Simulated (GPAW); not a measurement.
Runs of GPAW 26.7.0 on WS. It takes space group Pm-3m (No. 221, cubic). Conventional cell: a = 3.008 Å, b = 3.008 Å, c = 3.008 Å, α = 90.00°, β = 90.00°, γ = 90.00°. W (site symmetry m-3m) is surrounded by 8 S at 2.60 Å. S (site symmetry m-3m) has 8 W at 2.60 Å as nearest neighbours. The cell was built by a generator and needn't be a form met in nature.

```tsv
task	level	potentials or basis	cell	optimizer	fmax	max steps	convergence	gap on the mesh (eV)	pressure (GPa)	relaxed volume (Å³/atom)
relaxation of cell and atoms	PBEsol+D3(BJ)	PAW data sets generated in the run's folder for this functional, pw	relaxed	BFGS	0.02 eV/Å	60	density=1e-05 forces=0.0001	none	0.0	12.83
relaxation of cell and atoms	PBEsol+D4	PAW data sets generated in the run's folder for this functional, pw	relaxed	BFGS	0.02 eV/Å	60	density=1e-05 forces=0.0001	none	0.0	(b)
single point	PBE	GPAW PAW data sets (gpaw-data 1.2.1), pw	as given	-	-	-	-	none	0.1	-
relaxation of cell and atoms	PBEsol+D3(BJ)+ATM	PAW data sets generated in the run's folder for this functional, pw	relaxed	BFGS	0.02 eV/Å	60	density=1e-05 forces=0.0001	none	0.0	12.90
relaxation of cell and atoms	PBEsol+D3	PAW data sets generated in the run's folder for this functional, pw	relaxed	BFGS	0.02 eV/Å	60	density=1e-05 forces=0.0001	none	0.0	12.95
relaxation of cell and atoms	PBEsol	PAW data sets generated in the run's folder for this functional, pw	relaxed	BFGS	0.02 eV/Å	60	density=1e-05 forces=0.0001	none	0.2	(a)
```

Alike in all rows: no spin polarisation; k mesh 9 × 9 × 9; cutoff (eV) 600; smearing fermi-dirac 0.05 eV.

Estimate the missing entries.

(a) 13.18; (b) 12.99.

Caveats: later steps reuse the first step's grids (some runs); pairwise dispersion overbinds metals, which lowers pressure and volume (some runs).

A k mesh can miss the band edges, and the runs leave out spin-orbit coupling on W.

A gap of «none» marks a metal or a gap under the smearing width.

Not every run made on this cell is shown here.
